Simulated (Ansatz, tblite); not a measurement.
# The cluster MgB₆: rung by rung

How do method and basis change the picture of the cluster MgB₆ (singlet)?

The runs use Ansatz 0.2.0, Gaussian basis; as each input shows.

The runs, in order: GFN1-xTB, GFN2-xTB, PBE-D4/def2-TZVP, r2SCAN-D4/def2-TZVP, CAM-B3LYP-D4/def2-TZVP, HF/def2-TZVP, BHLYP-D4/def2-TZVP, r2SCANh-D4/def2-TZVP, LDA/def2-TZVP, LC-ωPBE(0.10)/def2-SVP, LC-ωPBE(0.15)/def2-SVP, LC-ωPBE(0.20)/def2-SVP, LC-ωPBE(0.30)/def2-SVP, PBE-D4/def2-SVP, PBE0-D4/def2-SVP, HF/6-31G, B3LYP-D4/6-31G, PBE0-D4/def2-TZVPD, PBE-D4/def2-TZVPD, CAM-B3LYP-D4/def2-TZVPD, CCSD(T)/def2-TZVPP, MP2/def2-TZVP, RPA/def2-TZVP.

### 1 The structure

The geometry is that of the singlet, from an earlier relaxation (PBE0-D4/def2-SVP). At that level it is the lowest of the isomers that a small search found.

7 atoms, charge 0, spin multiplicity 1.

Bond lengths: Mg1–B3 2.116 Å, B2–B5 1.525 Å, B2–B6 1.597 Å, B2–B7 1.831 Å, B3–B4 1.542 Å, B3–B6 1.659 Å, B4–B6 1.733 Å, B4–B7 1.629 Å, B5–B7 1.552 Å. Angles: B5–B2–B6 119.3°, B5–B2–B7 54.2°, B6–B2–B7 67.1°, Mg1–B3–B4 118.7°, Mg1–B3–B6 102.8°, B4–B3–B6 65.4°, B3–B4–B6 60.5°, B3–B4–B7 128.5°, B6–B4–B7 68.9°, B2–B5–B7 73.0°, B2–B6–B3 168.7°, B2–B6–B4 114.7°, B3–B6–B4 54.0°, B2–B7–B4 108.1°, B2–B7–B5 52.8° and more.

PBE0-D4/def2-TZVP was run before; its log isn't repeated, and its numbers join the tables.

### 2 GFN1-xTB

Tight binding, by tblite at 300 K electronic temperature and without a spin-polarisation term:

```python
tblite.interface.Calculator('GFN1-xTB', numbers, positions, charge=0, uhf=0).singlepoint()
```

Energy -244.6537 eV, HOMO -9.58 eV, LUMO -8.36 eV; 0.018 s.

### 3 GFN2-xTB

Tight binding, by tblite at 300 K electronic temperature and without a spin-polarisation term:

```python
tblite.interface.Calculator('GFN2-xTB', numbers, positions, charge=0, uhf=0).singlepoint()
```

Energy -205.7290 eV, HOMO -5.60 eV, LUMO -4.51 eV; 0.013 s.

### 4 PBE-D4/def2-TZVP

start.molden holds the orbitals of an earlier run on this state, given as this run's starting guess.

File in.yaml:

```yaml
crystal:
  periodic: [false, false, false]
  atoms:
    - {symbol: Mg, position_ang: [-2.894788, 0.163695, 0.973834]}
    - {symbol: B, position_ang: [1.388163, 0.620519, 0.741535]}
    - {symbol: B, position_ang: [-1.529703, 0.323823, -0.635238]}
    - {symbol: B, position_ang: [-0.470703, -0.781787, -0.820669]}
    - {symbol: B, position_ang: [2.477901, -0.204573, 0.066310]}
    - {symbol: B, position_ang: [-0.088176, 0.613951, 0.132460]}
    - {symbol: B, position_ang: [1.117306, -0.735618, -0.458243]}
basis:
  gaussian: {orbitals: def2-TZVP, initial_orbitals: start.molden}
hamiltonian: {xc: pbe, dispersion: d4}
scf: {omitted_lower_state_checks: [starts]}
output: {forces: true, orbitals: {seedname: orbitals}}
```

The run is started by

```console
$ ansatz run in.yaml --threads 4 --pin off --events-out ev --progress --plain --max-ram 8704MiB
```

The runs that follow: r2SCAN-D4/def2-TZVP; CAM-B3LYP-D4/def2-TZVP; HF/def2-TZVP; BHLYP-D4/def2-TZVP; r2SCANh-D4/def2-TZVP; LDA/def2-TZVP; LC-ωPBE(0.10)/def2-SVP; LC-ωPBE(0.15)/def2-SVP; LC-ωPBE(0.20)/def2-SVP; LC-ωPBE(0.30)/def2-SVP; PBE-D4/def2-SVP; PBE0-D4/def2-SVP; HF/6-31G; B3LYP-D4/6-31G; PBE0-D4/def2-TZVPD; PBE-D4/def2-TZVPD; CAM-B3LYP-D4/def2-TZVPD; CCSD(T)/def2-TZVPP; MP2/def2-TZVP; RPA/def2-TZVP.

**Question.** What will the summary of the whole plan be? Wanted: gap in def2-TZVP, named functionals and Hartree-Fock, smallest and largest; gap over the ω; correlation energy, CCSD(T)/def2-TZVPP; correlation energy, MP2/def2-TZVP; binding an atom, functionals in def2-TZVP; PBE0 total energy, smallest basis above largest.

As calculated:

| quantity | value |
| --- | --- |
| gap in def2-TZVP, named functionals and Hartree-Fock, smallest and largest | 0.56 eV (LDA), 5.32 eV (HF) |
| gap over the ω (1/bohr) | 3.10 eV at 0.1, 5.02 eV at 0.3 |
| correlation energy, CCSD(T)/def2-TZVPP | -23.48 eV |
| correlation energy, MP2/def2-TZVP | -21.57 eV |
| binding an atom, functionals in def2-TZVP | 3.35 (BHLYP-D4) to 4.44 eV (LDA) |
| PBE0 total energy, smallest basis above largest | 6.14 eV (def2-SVP, def2-TZVPD) |

Over the named functionals and Hartree-Fock in def2-TZVP the gap runs from 0.56 eV (LDA) to 5.32 eV (HF); exact exchange widens it. Raising the ω (1/bohr) from 0.1 to 0.3 moves the HOMO by -1.10 eV and the LUMO by +0.82 eV. Notes on CCSD(T)/def2-TZVPP: large T1 diagnostic.
